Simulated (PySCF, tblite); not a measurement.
# Ge₃₀H₄₈: electronic excitations

What do calculations give for the electronic excitations of Ge₃₀H₄₈?

Computed with tblite 0.8.0 and PySCF 2.14.0 and routines of our own; the level stands in each step. Atoms count from 0.

## (1) The starting structure

78 atoms, charge 0, multiplicity 1; geometry from: force field, distance geometry or constructed start.

## (2) Optimising the geometry with GFN2-xTB

The job: settings as JSON, then the geometry in Å.

```
{"job": {"kind": "relax", "xc": "GFN2-xTB", "basis": "xTB"}, "charge": 0, "multiplicity": 1}
Ge     6.021300     1.156100    -0.401600
Ge     4.007700     2.318300     0.393100
Ge     2.010700     1.155600    -0.399000
Ge     2.004800    -1.153500     0.393800
Ge     4.009900    -2.316900    -0.396600
Ge     6.013100    -1.158400     0.397400
Ge   -10.027200     1.159600    -0.403300
Ge   -12.029400     2.318400     0.401500
Ge   -14.035500     1.155800    -0.400400
Ge   -14.041000    -1.158700     0.401600
Ge   -12.034900    -2.316900    -0.402100
Ge   -10.029800    -1.159900     0.400000
Ge    -2.008900     1.158600    -0.395000
Ge    -4.008700     2.315100     0.397300
Ge    -6.018600     1.163000    -0.399800
Ge    -6.018300    -1.157300     0.406300
Ge    -4.010500    -2.313800    -0.399100
Ge    -2.006600    -1.161300     0.399000
Ge    -0.000600     2.317500     0.402500
Ge     0.002800    -2.314800    -0.397300
Ge    10.025000     1.161700    -0.398500
Ge     8.020900     2.317200     0.399800
Ge     8.025200    -2.311100    -0.393400
Ge    10.023100    -1.162200     0.398500
Ge    14.038700     1.160500    -0.399100
Ge    12.026700     2.314800     0.402500
Ge    12.033500    -2.313400    -0.400700
Ge    14.037600    -1.157300     0.401200
Ge    -8.021200     2.316100     0.398000
Ge    -8.020700    -2.315300    -0.396600
H      6.020000     1.158500    -1.931100
H      4.009000     2.317000     1.930200
H      4.009900     3.759400    -0.108700
H      2.007600     1.156600    -1.926300
H      2.006700    -1.156100     1.926700
H      4.011400    -2.313500    -1.932900
H      4.010100    -3.759200     0.102700
H      6.017300    -1.155400     1.927400
H    -10.026200     1.154000    -1.930100
H    -12.037600     2.319100     1.931200
H    -12.032900     3.757000    -0.103000
H    -14.032300     1.152300    -1.926300
H    -15.283500     1.880700     0.103200
H    -14.035600    -1.158400     1.928200
H    -15.292100    -1.878000    -0.104400
H    -12.034700    -2.314100    -1.933400
H    -12.030400    -3.759200     0.106200
H    -10.027600    -1.155300     1.932300
H     -2.003900     1.158300    -1.929800
H     -4.009000     2.316400     1.932000
H     -4.011800     3.752000    -0.103700
H     -6.009800     1.159200    -1.930300
H     -6.016800    -1.158300     1.930100
H     -4.014300    -2.317300    -1.933000
H     -4.010200    -3.760200     0.108300
H     -2.006000    -1.154900     1.930600
H      0.006600     2.310000     1.928100
H      0.002700     3.766900    -0.107500
H      0.000100    -2.316400    -1.926000
H     -0.000900    -3.757300     0.105800
H     10.023500     1.158800    -1.928500
H      8.025700     2.315400     1.928100
H      8.023500     3.760000    -0.106000
H      8.021600    -2.312200    -1.928900
H      8.027500    -3.756000     0.108800
H     10.022400    -1.156100     1.931300
H     14.040600     1.161000    -1.931200
H     15.290900     1.878000     0.112700
H     12.028800     2.310400     1.925000
H     12.030100     3.755900    -0.100900
H     12.031800    -2.319700    -1.926700
H     12.031000    -3.763000     0.109400
H     14.040100    -1.159200     1.934200
H     15.288800    -1.874800    -0.105300
H     -8.017100     2.316000     1.926300
H     -8.014500     3.757700    -0.107400
H     -8.023900    -2.316300    -1.929300
H     -8.021200    -3.757300     0.112200
```

Launch:

```
> OMP_NUM_THREADS=8 python large_run.py task.json out
```

The driver reads the jobs from task.json and runs them one after another.

Standard output:

```text
step      E/eV     max force
  0   -2247.74805    0.939
  1   -2248.02954    0.642
  2   -2248.48771    0.431
  3   -2248.58366    0.399
  4   -2248.85061    0.297
  5   -2248.88356    0.142
  6   -2248.89395    0.123
  7   -2248.89977    0.104
  8   -2248.90744    0.123
  9   -2248.91397    0.119
 10   -2248.92229    0.131
 11   -2248.93158    0.145
 12   -2248.94089    0.146
 13   -2248.94816    0.133
 14   -2248.95427    0.121
 15   -2248.96044    0.093
 16   -2248.96615    0.088
 17   -2248.97071    0.074
 18   -2248.97478    0.077
 19   -2248.97943    0.078
 20   -2248.98533    0.091
 21   -2248.99241    0.099
 22   -2249.00036    0.119
 23   -2249.00912    0.122
 24   -2249.01882    0.121
 25   -2249.02920    0.133
 26   -2249.04005    0.146
 27   -2249.05154    0.176
 28   -2249.06452    0.163
 29   -2249.07784    0.143
 30   -2249.08946    0.144
 31   -2249.09918    0.129
 32   -2249.10890    0.143
 33   -2249.11810    0.120
 34   -2249.12459    0.083
 35   -2249.12821    0.070
 36   -2249.13056    0.070
 37   -2249.13267    0.065
 38   -2249.13489    0.065
 39   -2249.13686    0.048
 40   -2249.13867    0.056
 41   -2249.14056    0.056
 42   -2249.14270    0.080
 43   -2249.14478    0.082
 44   -2249.14634    0.057
 45   -2249.14767    0.045
 46   -2249.14899    0.060
 47   -2249.15038    0.069
 48   -2249.15220    0.064
 49   -2249.15392    0.064
 50   -2249.15525    0.048
 51   -2249.15632    0.048
 52   -2249.15756    0.056
 53   -2249.15932    0.068
 54   -2249.16151    0.083
 55   -2249.16385    0.068
 56   -2249.16615    0.057
 57   -2249.16778    0.068
 58   -2249.16886    0.047
 59   -2249.17025    0.036
 60   -2249.17103    0.039
 61   -2249.17231    0.051
 62   -2249.17381    0.055
 63   -2249.17595    0.061
 64   -2249.17803    0.050
 65   -2249.17943    0.034
 66   -2249.18005    0.034
 67   -2249.18042    0.026
 68   -2249.18083    0.025
 69   -2249.18135    0.026
 70   -2249.18196    0.038
 71   -2249.18259    0.037
 72   -2249.18314    0.025
 73   -2249.18355    0.022
 74   -2249.18387    0.023
 75   -2249.18416    0.024
 76   -2249.18445    0.022
 77   -2249.18471    0.020
 78   -2249.18494    0.024
 79   -2249.18519    0.028
 80   -2249.18551    0.029
 81   -2249.18593    0.032
 82   -2249.18641    0.036
 83   -2249.18684    0.034
 84   -2249.18720    0.027
 85   -2249.18751    0.023
 86   -2249.18779    0.022
 87   -2249.18805    0.029
 88   -2249.18829    0.028
 89   -2249.18855    0.028
 90   -2249.18880    0.021
 91   -2249.18904    0.020
 92   -2249.18923    0.023
 93   -2249.18938    0.020
 94   -2249.18952    0.019
```

Wall time 31 s (8 threads of Arm Neoverse V2, shared host); peak memory 0.13 GiB.

The steps of the relaxation:

```
step  energy from step 0 (eV)  largest force (eV/Å)
   0                   0.0000                0.9391
   1                  -0.2815                0.6415
   2                  -0.7397                0.4308
   3                  -0.8356                0.3990
   4                  -1.1026                0.2968
   5                  -1.1355                0.1414
   6                  -1.1459                0.1230
   7                  -1.1517                0.1036
   8                  -1.1594                0.1228
  15                  -1.2124                0.0927
  22                  -1.2523                0.1186
  30                  -1.3414                0.1444
  37                  -1.3846                0.0654
  45                  -1.3996                0.0450
  52                  -1.4095                0.0551
  60                  -1.4230                0.0392
  67                  -1.4324                0.0266
  75                  -1.4361                0.0241
  82                  -1.4384                0.0353
  90                  -1.4407                0.0210
  91                  -1.4410                0.0200
  92                  -1.4412                0.0232
  93                  -1.4413                0.0200
  94                  -1.4415                0.0186
```

Close pairs (by a distance rule), those that changed most:

```
     bond  before (Å)  after (Å)  change (Å)
Ge24–Ge27       2.452      2.404      -0.048
  Ge8–Ge9       2.450      2.404      -0.046
Ge24–Ge25       2.454      2.409      -0.045
  Ge7–Ge8       2.453      2.409      -0.045
 Ge9–Ge10       2.452      2.409      -0.043
Ge26–Ge27       2.449      2.409      -0.039
  Ge0–Ge1       2.457      2.434      -0.023
 Ge2–Ge18       2.457      2.435      -0.022
```

The end geometry stands in the next job.

## (3) Electronic excitations: TDDFT PBE/def2-SVP

The job: settings as JSON, then the geometry in Å.

```
{"job": {"kind": "uv", "basis": "def2-SVP", "grid": 1, "kgrid": 0, "vcut": null, "nstates": 6, "ntriplets": 2, "tda": false, "delta": ["ip_vertical"], "pop": true, "xc": "PBE"}, "charge": 0, "multiplicity": 1}
Ge     6.248534     1.202029    -0.233073
Ge     4.167454     2.306132     0.378231
Ge     2.084860     1.202050    -0.235415
Ge     2.085143    -1.201727     0.233364
Ge     4.167616    -2.304509    -0.382191
Ge     6.248366    -1.201339     0.230743
Ge   -10.398918     1.200651    -0.250449
Ge   -12.480776     2.323781     0.322959
Ge   -14.485242     1.156797    -0.327091
Ge   -14.485358    -1.156176     0.326597
Ge   -12.480384    -2.322853    -0.322255
Ge   -10.398601    -1.200731     0.251252
Ge    -2.084157     1.202073    -0.233292
Ge    -4.167159     2.305097     0.380882
Ge    -6.248530     1.200997    -0.231646
Ge    -6.248336    -1.201225     0.233077
Ge    -4.166690    -2.304727    -0.378267
Ge    -2.084197    -1.201752     0.235013
Ge     0.000346     2.302533     0.375902
Ge     0.000282    -2.303060    -0.375579
Ge    10.397981     1.200913    -0.249100
Ge     8.327050     2.300068     0.395569
Ge     8.327250    -2.299357    -0.395572
Ge    10.397388    -1.201086     0.251263
Ge    14.488457     1.158401    -0.318409
Ge    12.481129     2.322833     0.329847
Ge    12.480357    -2.321857    -0.325460
Ge    14.487990    -1.158181     0.322860
Ge    -8.327347     2.298551     0.393756
Ge    -8.327718    -2.298311    -0.392076
H      6.263061     1.270418    -1.773778
H      4.172523     2.521367     1.887245
H      4.174593     3.754685    -0.103424
H      2.090139     1.265114    -1.778100
H      2.092036    -1.262611     1.775767
H      4.171640    -2.518263    -1.891445
H      4.174885    -3.753963     0.096909
H      6.260963    -1.270262     1.771246
H    -10.374500     1.245235    -1.790827
H    -12.515395     2.554391     1.823813
H    -12.491948     3.751205    -0.198159
H    -14.639998     1.248015    -1.832845
H    -15.727247     1.882089     0.159561
H    -14.641361    -1.247223     1.832092
H    -15.727453    -1.881275    -0.159669
H    -12.516085    -2.554902    -1.822759
H    -12.492618    -3.750668     0.197549
H    -10.375463    -1.245243     1.791248
H     -2.089592     1.263817    -1.776033
H     -4.171014     2.520061     1.890753
H     -4.171546     3.753972    -0.102260
H     -6.261185     1.269739    -1.772246
H     -6.261024    -1.269377     1.774291
H     -4.171211    -2.521058    -1.887193
H     -4.171733    -3.753288     0.103831
H     -2.088970    -1.264248     1.777716
H      0.001863     2.515378     1.885139
H      0.001459     3.752208    -0.102124
H      0.000445    -2.514936    -1.885585
H      0.001724    -3.752366     0.104854
H     10.374949     1.247657    -1.788900
H      8.339292     2.492463     1.905611
H      8.332963     3.754355    -0.064427
H      8.341365    -2.492193    -1.905685
H      8.332449    -3.753343     0.064997
H     10.373020    -1.246915     1.791050
H     14.645197     1.258327    -1.822769
H     15.729385     1.882317     0.171321
H     12.510108     2.554538     1.830919
H     12.493053     3.749689    -0.194675
H     12.510765    -2.554656    -1.825803
H     12.493499    -3.748228     0.198711
H     14.644254    -1.257437     1.827836
H     15.729425    -1.881868    -0.167692
H     -8.342383     2.494886     1.903657
H     -8.332774     3.751789    -0.070219
H     -8.341453    -2.494580    -1.901743
H     -8.332338    -3.751297     0.071254
```

With the program's defaults for keys left out, this is: TDDFT PBE/def2-SVP, vertical, gas phase, core orbitals frozen in the response.

Standard output:

```text
start: PBE on a coarse grid of 322267 points
cycle   1  E = -62321.5461782062  dE = -1.548e+01  |g| = 2.493e+00  |ddm| = 9.521e+00
cycle   2  E = -62321.1817773968  dE =  3.644e-01  |g| = 3.049e+00  |ddm| = 3.089e+00
cycle   3  E = -62322.0801258976  dE = -8.983e-01  |g| = 2.416e-01  |ddm| = 2.286e+00
cycle   4  E = -62322.1022364584  dE = -2.211e-02  |g| = 7.350e-02  |ddm| = 5.220e-01
cycle   5  E = -62322.1040249668  dE = -1.789e-03  |g| = 2.280e-02  |ddm| = 1.279e-01
cycle   6  E = -62322.1041332133  dE = -1.082e-04  |g| = 6.218e-03  |ddm| = 3.179e-02
final grid: 322267 points
cycle   7  E = -62322.1041014756  dE =  3.174e-05  |g| = 1.004e-02  |ddm| = 2.138e-02
cycle   8  E = -62322.1040270492  dE =  7.443e-05  |g| = 1.881e-02  |ddm| = 4.002e-02
cycle   9  E = -62322.1041395502  dE = -1.125e-04  |g| = 2.704e-03  |ddm| = 2.916e-02
cycle  10  E = -62322.1041379969  dE =  1.553e-06  |g| = 3.498e-04  |ddm| = 3.992e-03
cycle  11  E = -62322.1041376098  dE =  3.870e-07  |g| = 6.949e-05  |ddm| = 6.348e-04
converged SCF energy = -62322.1041376098
Vertical ionisation energy (delta-SCF) = 6.9931 eV   <S^2> = 0.750

Static polarisability (au): isotropic 1368.653, principal 612.038 982.489 2511.433

Singlet excitations
state   eV       nm        f      main configurations
  1   3.1022    399.7   0.00003   H->L 0.99
  2   3.2325    383.6   1.66135   H->L+1 0.93
  3   3.4834    355.9   0.00016   H-1->L 0.96
  4   3.5308    351.2   0.00005   H-2->L 0.83, H-1->L+1 0.16
  5   3.5451    349.7   0.00013   H-1->L+1 0.66, H-2->L 0.14, H->L+2 0.13
  6   3.5690    347.4   0.30843   H-3->L 0.89

Triplet excitations (Tamm-Dancoff, eV): 3.0229 3.0530
```

It took 83 s on 8 threads of Arm Neoverse V2, shared host; peak memory 4.7 GiB.

The orbitals next to the gap, with their largest atomic shares:

```
orbital     eV                         atoms
 HOMO−4  -6.51  Ge20 8 %, Ge23 8 %, Ge11 8 %
 HOMO−3  -6.40   Ge15 6 %, Ge14 6 %, Ge0 6 %
 HOMO−2  -6.38    Ge3 8 %, Ge2 8 %, Ge17 8 %
 HOMO−1  -6.34  Ge28 5 %, Ge21 5 %, Ge29 5 %
   HOMO  -5.97   Ge18 5 %, Ge19 5 %, Ge1 5 %
   LUMO  -2.90   Ge17 6 %, Ge3 6 %, Ge12 6 %
 LUMO+1  -2.87  Ge18 6 %, Ge19 5 %, Ge13 5 %
 LUMO+2  -2.27  Ge23 5 %, Ge11 5 %, Ge22 5 %
 LUMO+3  -2.24   Ge20 5 %, Ge6 5 %, Ge21 5 %
```

With each of the 6 states as a Gaussian band of 0.4 eV half-width at 1/e, the curve within the window shown has maxima at 379 nm (ε 74,000) L/(mol cm). Beyond the last state computed it falls off for lack of states. The curve at chosen wavelengths:

```csv
nm,ε (L/mol/cm)
320,12469
327,19199
334,27562
341,37130
348,47169
355,56728
362,64811
369,70579
376,73505
383,73453
390,70660
397,65642
404,59069
411,51636
418,43969
425,36563
432,29761
439,23763
446,18650
453,14412
460,10986
467,8272
474,6162
481,4546
488,3326
495,2415
```

Ground-state properties from the same run:

```
           property  computed
  dipole moment (D)      0.02
polarisability (Å³)    202.81
 HOMO–LUMO gap (eV)      3.07
      −ε(HOMO) (eV)      5.97
```

## (4) Outcome

| quantity | value |
| --- | --- |
| lowest singlet (PBE/def2-SVP) | 3.10 eV (400 nm), f = 0.000 |
| brightest single state of those computed | state 2, 3.23 eV, f = 1.661 |
| lowest triplet | 3.02 eV |

**Reading.** The first singlet state (HOMO→LUMO 0.99) lies at 3.10 eV and is dark; of the 6 states computed, the strongest absorption comes from state 2 at 3.23 eV. The lowest triplet lies 0.08 eV below the lowest singlet (triplets in Tamm-Dancoff, singlets in full TDDFT).
